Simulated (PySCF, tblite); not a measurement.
# C6H6O2+ (doublet): geometry, infrared bands and EPR parameters

What infrared bands and EPR parameters should C6H6O2+ (doublet) (`CC(=O)[C@@H]1[CH+][C]1C=O`) show?

The runs use tblite 0.8.0 and PySCF 2.14.0, with density-fitted response routines of our own; the level of theory stands in each step. All values are computed, except where a source is named. Atoms are numbered from 0 throughout.

### Step 1. Starting geometry

14 atoms, charge 1, multiplicity 2; geometry from: force field or distance geometry start.

Bonds of the start (Å): C0–C1 1.50, C1–O2 1.23, C1–C3 1.47, C3–C4 1.51, C4–C5 1.51, C5–C6 1.51, C6–O7 1.23, C5–C3 1.51, C0–H8 1.11, C0–H9 1.12, C0–H10 1.09, C3–H11 1.10, C4–H12 1.08, C6–H13 1.07.

### Step 2. Optimising the geometry with GFN2-xTB

The job: settings as JSON, then the geometry in Å.

```
{"job": {"kind": "relax", "xc": "GFN2-xTB", "basis": "xTB"}, "charge": 1, "multiplicity": 2}
C      2.330900     0.492600    -0.135300
C      1.182600    -0.465500    -0.195600
O      1.341600    -1.645700    -0.494400
C     -0.170600    -0.002000     0.141300
C     -0.988400    -1.057300     0.841500
C     -1.374900    -0.605200    -0.544800
C     -2.574400     0.306100    -0.514800
O     -2.483200     1.350900     0.134800
H      2.179800     1.193200    -0.978300
H      2.276100     1.045500     0.839600
H      3.289200    -0.021700    -0.185800
H     -0.279600     1.049800     0.430200
H     -1.247500    -1.715300     1.661100
H     -3.482400     0.074100    -1.021800
```

Launch:

```bash
OMP_NUM_THREADS=1 python probes_run.py task.json out
```

The driver reads the jobs from task.json and runs them one after another.

The program printed:

```text
step      E/eV     max force
  0    -634.81007    5.727
  1    -635.38182    4.532
  2    -635.69695    2.789
  3    -635.80788    2.233
  4    -635.89053    0.629
  5    -635.94501    0.831
  6    -636.02036    1.168
  7    -636.07900    1.242
  8    -636.14002    0.962
  9    -636.20835    1.022
 10    -636.27634    1.004
 11    -636.30464    0.555
 12    -636.33476    0.416
 13    -636.35555    0.360
 14    -636.37500    0.403
 15    -636.39807    0.410
 16    -636.42688    0.461
 17    -636.45471    0.882
 18    -636.47422    0.859
 19    -636.50886    0.384
 20    -636.53266    0.428
 21    -636.55450    0.379
 22    -636.57745    0.446
 23    -636.59744    0.512
 24    -636.61736    0.639
 25    -636.63824    0.546
 26    -636.65774    0.285
 27    -636.67029    0.247
 28    -636.67898    0.256
 29    -636.68654    0.656
 30    -636.68745    0.395
 31    -636.69925    0.269
 32    -636.70380    0.204
 33    -636.70744    0.108
 34    -636.70896    0.110
 35    -636.71168    0.172
 36    -636.71321    0.191
 37    -636.71474    0.111
 38    -636.71583    0.086
 39    -636.71700    0.124
 40    -636.71820    0.116
 41    -636.71948    0.122
 42    -636.72090    0.105
 43    -636.72258    0.130
 44    -636.72445    0.158
 45    -636.72647    0.117
 46    -636.72838    0.108
 47    -636.72986    0.087
 48    -636.73080    0.061
 49    -636.73136    0.053
 50    -636.73173    0.059
 51    -636.73207    0.057
 52    -636.73247    0.068
 53    -636.73298    0.081
 54    -636.73350    0.070
 55    -636.73395    0.053
 56    -636.73438    0.056
 57    -636.73489    0.069
 58    -636.73560    0.075
 59    -636.73657    0.098
 60    -636.73774    0.085
 61    -636.73903    0.102
 62    -636.74010    0.155
 63    -636.74181    0.213
 64    -636.74358    0.173
 65    -636.74694    0.205
 66    -636.74930    0.243
 67    -636.74888    0.806
 68    -636.75656    0.282
 69    -636.76027    0.289
 70    -636.75693    1.084
 71    -636.76984    0.171
 72    -636.77392    0.157
 73    -636.76033    1.347
 74    -636.77982    0.116
 75    -636.78255    0.151
 76    -636.78396    0.652
 77    -636.78761    0.182
 78    -636.78890    0.171
 79    -636.79253    0.257
 80    -636.79440    0.105
 81    -636.79765    0.183
 82    -636.80137    0.158
 83    -636.80519    0.347
 84    -636.79944    0.930
 85    -636.80900    0.097
 86    -636.81017    0.103
 87    -636.81218    0.144
 88    -636.81302    0.140
 89    -636.81457    0.143
 90    -636.81542    0.129
 91    -636.81637    0.103
 92    -636.81743    0.086
 93    -636.81843    0.071
 94    -636.81930    0.104
 95    -636.82038    0.148
 96    -636.82212    0.212
 97    -636.82578    0.357
 98    -636.83006    0.349
 99    -636.83412    0.455
100    -636.83562    0.274
101    -636.84029    0.215
102    -636.84339    0.299
103    -636.84692    0.333
104    -636.85078    0.187
105    -636.85374    0.177
106    -636.85551    0.205
107    -636.85727    0.238
108    -636.85898    0.205
109    -636.86022    0.250
110    -636.86164    0.164
111    -636.86278    0.210
112    -636.86432    0.105
113    -636.86512    0.052
114    -636.86537    0.056
115    -636.86548    0.037
116    -636.86559    0.051
117    -636.86567    0.036
118    -636.86575    0.028
119    -636.86591    0.032
120    -636.86611    0.042
121    -636.86634    0.056
122    -636.86655    0.065
123    -636.86678    0.067
124    -636.86706    0.064
125    -636.86742    0.116
126    -636.86775    0.074
127    -636.86797    0.083
128    -636.86811    0.043
129    -636.86823    0.034
130    -636.86838    0.032
131    -636.86845    0.016
132    -636.86849    0.015
133    -636.86852    0.017
134    -636.86854    0.012
135    -636.86855    0.008
```

Wall time 0.84 s (1 thread of Arm Neoverse V1, shared host).

Relaxation path: (not every step is listed)

```tsv
step	energy from step 0 (eV)	largest force (eV/Å)
0	0.0000	5.7270
1	-0.5717	4.5317
2	-0.8869	2.7885
3	-0.9978	2.2327
4	-1.0805	0.6293
5	-1.1349	0.8314
6	-1.2103	1.1682
7	-1.2689	1.2417
8	-1.3300	0.9617
20	-1.7226	0.4282
32	-1.8937	0.2040
44	-1.9144	0.1583
56	-1.9243	0.0565
68	-1.9465	0.2822
80	-1.9843	0.1052
92	-2.0074	0.0864
104	-2.0407	0.1874
116	-2.0555	0.0515
128	-2.0580	0.0431
130	-2.0583	0.0318
131	-2.0584	0.0162
132	-2.0584	0.0146
133	-2.0584	0.0170
134	-2.0585	0.0122
135	-2.0585	0.0085
```

Distances of close pairs at the start and the end, largest changes first:

```tsv
bond	before (Å)	after (Å)	change (Å)
C4–C5	1.509	1.330	-0.178
C6–H13	1.066	1.172	+0.106
C5–C6	1.507	1.418	-0.089
C1–C3	1.470	1.540	+0.070
C6–O7	1.234	1.173	-0.061
C3–C4	1.508	1.472	-0.036
C0–H9	1.122	1.089	-0.034
C1–O2	1.228	1.198	-0.030
```

The next job starts from the end point, and lists it.

### Step 3. Harmonic vibrations with GFN2-xTB

The job: settings as JSON, then the geometry in Å.

```
{"job": {"kind": "ir", "xc": "GFN2-xTB", "basis": "xTB"}, "charge": 1, "multiplicity": 2}
C      2.224737     0.135826    -0.200615
C      0.779109    -0.033753    -0.471287
O      0.277951    -0.399621    -1.496035
C     -0.145562     0.345524     0.699731
C     -0.939622    -0.721817     1.329746
C     -1.603801     0.023859     0.451182
C     -2.422032     0.125083    -0.702649
O     -3.493279     0.489606    -1.010594
H      2.452342     1.204075    -0.182481
H      2.492322    -0.270206     0.773291
H      2.808044    -0.334450    -0.990711
H      0.163336     1.240180     1.229174
H     -0.945426    -1.522804     2.032300
H     -1.648797    -0.281976    -1.483217
```

The program printed:

```text
mode    cm-1     km/mol
  1      66.6      2.45
  2      75.8      2.71
  3      86.0      0.32
  4     159.2      7.29
  5     256.2      3.22
  6     297.5      6.19
  7     356.6     20.41
  8     402.0     10.33
  9     499.9      1.47
 10     573.6      5.65
 11     620.7     37.52
 12     660.1     17.55
 13     742.9     96.42
 14     787.8      6.21
 15     855.1      8.94
 16     914.9      2.19
 17     925.0     16.19
 18     957.0     27.88
 19     968.5      8.89
 20     995.6     13.62
 21    1077.2    138.62
 22    1126.6     23.70
 23    1149.8      7.10
 24    1170.7     12.21
 25    1330.3     71.71
 26    1380.5     37.30
 27    1400.5     16.41
 28    1711.1     31.75
 29    1736.4     90.01
 30    1919.4    447.48
 31    2144.7    198.36
 32    2985.6     24.69
 33    3013.0     19.56
 34    3029.9     38.97
 35    3044.4      8.79
 36    3204.4     76.25
```

It took 0.39 s on 1 thread of Arm Neoverse V1, shared host.

Which atoms move in the most intense modes:

```tsv
cm⁻¹	km/mol	atoms
743	96.4	C6 32 %, C5 19 %, H12 12 %
1077	138.6	C1 36 %, H10 16 %, C0 15 %, C3 11 %
1330	71.7	H8 35 %, H9 35 %, H10 15 %, C0 15 %
1736	90.0	C1 56 %, O2 35 %
1919	447.5	C6 58 %, O7 35 %
2145	198.4	H13 92 %
3030	39.0	H9 72 %, H10 21 %
3204	76.2	H12 90 %
```

### Step 4. g tensor and hyperfine couplings: B3LYP/pcH-1

The job, as its differences from that of step 3:

```diff
@@ -1,2 +1,2 @@
-{"job": {"kind": "ir", "xc": "GFN2-xTB", "basis": "xTB"}, "charge": 1, "multiplicity": 2}
+{"job": {"kind": "epr", "basis": "pcH-1"}, "charge": 1, "multiplicity": 2}
 C      2.224737     0.135826    -0.200615
```

Method: UKS B3LYP, pcH-1 on C H O, non-relativistic, mean-field spin-orbit, GIAO.

The program printed:

```text
UKS, coarse grid
  cycle   1  E = -381.99693159  |g| = 8.02e-01
  cycle   2  E = -379.28101333  |g| = 2.39e+00
  cycle   3  E = -382.17594639  |g| = 4.20e-01
  cycle   4  E = -382.24124510  |g| = 2.52e-01
  cycle   5  E = -382.26015992  |g| = 1.31e-01
  cycle   6  E = -382.26702037  |g| = 4.60e-02
  cycle   7  E = -382.26761915  |g| = 3.10e-02
  cycle   8  E = -382.26813254  |g| = 1.08e-02
  cycle   9  E = -382.26820183  |g| = 5.19e-03
  cycle  10  E = -382.26822091  |g| = 1.47e-03
  cycle  11  E = -382.26822117  |g| = 1.37e-03
  cycle  12  E = -382.26822343  |g| = 3.30e-04
UKS, final grid
  cycle   1  E = -382.26820839  |g| = 5.58e-04
  cycle   2  E = -382.26820777  |g| = 1.42e-03
  cycle   3  E = -382.26820853  |g| = 1.75e-04
  cycle   4  E = -382.26820854  |g| = 1.12e-04
  cycle   5  E = -382.26820855  |g| = 8.66e-05
  cycle   6  E = -382.26820856  |g| = 2.33e-05
E = -382.26820856 Eh   <S^2> = 0.7584 (exact 0.7500)
g shifts (ppm)      1          2          3
  rmc          -265       -265       -265
  gc             48         15         68
  oz_so       -1803       -191       2380
  total       -2019       -440       2184
hyperfine (MHz)  atom isotope    a_iso     a_fc   dipolar eigenvalues
    0   13C      30.30      30.30     -7.52     -7.09     14.61
    1   13C     -12.33     -12.33    -12.59     -1.76     14.35
    2   17O     -27.89     -27.89    -97.65     45.16     52.49
    3   13C       0.06       0.06    -10.30     -8.27     18.57
    4   13C      14.86      14.86    -18.05    -16.81     34.87
    5   13C      12.77      12.77    -13.65     -7.98     21.63
    6   13C     -15.28     -15.28    -12.00     -2.43     14.43
    7   17O     -17.56     -17.56    -79.00     36.70     42.30
    8    1H      -2.96      -2.96     -3.53     -0.80      4.33
    9    1H      -3.51      -3.51     -3.83     -0.46      4.30
   10    1H      -0.23      -0.23     -4.45     -0.00      4.46
   11    1H      77.81      77.81     -4.49     -2.72      7.21
   12    1H     -17.03     -17.03     -8.53     -1.61     10.14
   13    1H     284.59     284.59    -12.06     -8.87     20.93
```

Wall time 71 s (1 thread of Arm Neoverse V1, shared host); peak memory 0.97 GiB.

Principal g values 2.00030, 2.00188, 2.00450; g(iso) = 2.00223, against 2.00232 for a free electron.

Hyperfine couplings; where a row names several nuclei, a(iso) is their mean (it holds for fast rotation or exchange) and the dipolar term the largest among them:

```tsv
nuclei	isotope	a(iso) (MHz)	a(iso) (G, at g = 2.0023)	largest dipolar term (MHz)
H13	1H	284.6	101.6	20.9
H11	1H	77.8	27.8	7.2
C0	13C	30.3	10.8	14.6
O2	17O	-27.9	-10.0	-97.7
O7	17O	-17.6	-6.3	-79.0
H12	1H	-17.0	-6.1	10.1
C6	13C	-15.3	-5.5	14.4
C4	13C	14.9	5.3	34.9
C5	13C	12.8	4.6	21.6
C1	13C	-12.3	-4.4	14.4
H8, H9, H10	1H	-2.2	-0.8	4.5
C3	13C	0.1	0.0	18.6
```

Mulliken spin populations:

C0 0.06; C1 0.00; O2 0.30; C3 0.03; C4 0.20; C5 0.04; C6 0.02; O7 0.24; H8 0.00; H9 0.00; H10 0.00; H11 0.03; H12 -0.01; H13 0.09

In first order the couplings over 0.8 MHz of 1H give 32 distinct lines over 137.8 G, if the averaged nuclei exchange fast.

The fields below are evaluated on a grid from the run's orbitals.

ELF in a plane through or near 5 of the atoms.

Ten even steps from ' ' (0.00) to '@' (1.00):
```
                                                        
                                                        
                                                        
                                                        
                            ..----..                    
                          ..==****==::                  
            ::%%%%--    ::==##++==**==::                
          ::@@@@@@@@..  ==##@@++++@@##++..              
          ::%%@@@@@@--  ==********==**++..              
            --##%%**++++##@@==**==..##%%--..::..        
            ::++::++%%**--##--::==**%%==++**++==..      
          ::**%%##==##++::**::  ..**==--######**::      
          ::**%%##==::--####**..--@@@@****##%%**::      
            --++--    ..++##**..::%%##::::**##==..      
                      ..==++==    ==::    --==::        
                        ....                            
                                                        
                                                        
                                                        
                                                        
```
The map spans 12.2 Å across and 9.8 Å up, centred on the molecule. Atoms in the plane (x, y in Å): C0 (-2.2, -0.3), C1 (-0.8, -0.5), C5 (1.6, 0.5), C6 (2.4, -0.7), H9 (-2.5, 0.8).

On the surface of density 0.002 e/bohr³ the electrostatic potential runs, from the 1st to the 99th percentile, from 2.49 V near O7 to 6.16 V near C1.

The spin density lies nearest to O2, O7 about 22 % each; C4 13 %; H13 10 %; C5 8 %.

### Step 5. What came out

| quantity | value |
| --- | --- |
| strongest single infrared mode (GFN2-xTB) | 1919 cm⁻¹, 447 km/mol |
| zero-point energy (GFN2-xTB) | 60.9 kcal/mol |
| g(iso) (B3LYP) | 2.00223 |
| ⟨S²⟩ | 0.758 (exact 0.75) |
| largest a(iso) (averaged by class) | 1H on H13, 284.6 MHz |

Over 135 steps the energy fell by 2.058 eV; of the close pairs, C4–C5 changed most, 1.509 to 1.330 Å. All 36 modes are real, so the xTB geometry is a minimum. The strongest single mode, at 1919 cm⁻¹, moves mainly C6 and O7. GFN2-xTB is a fitted tight-binding method: band positions and strengths are rough. Its intensities can rank the bands wrongly. The largest spin populations lie on O2 (0.30 e), O7 (0.24 e). The isotropic g lies 0.1 ppt below the free-electron value.
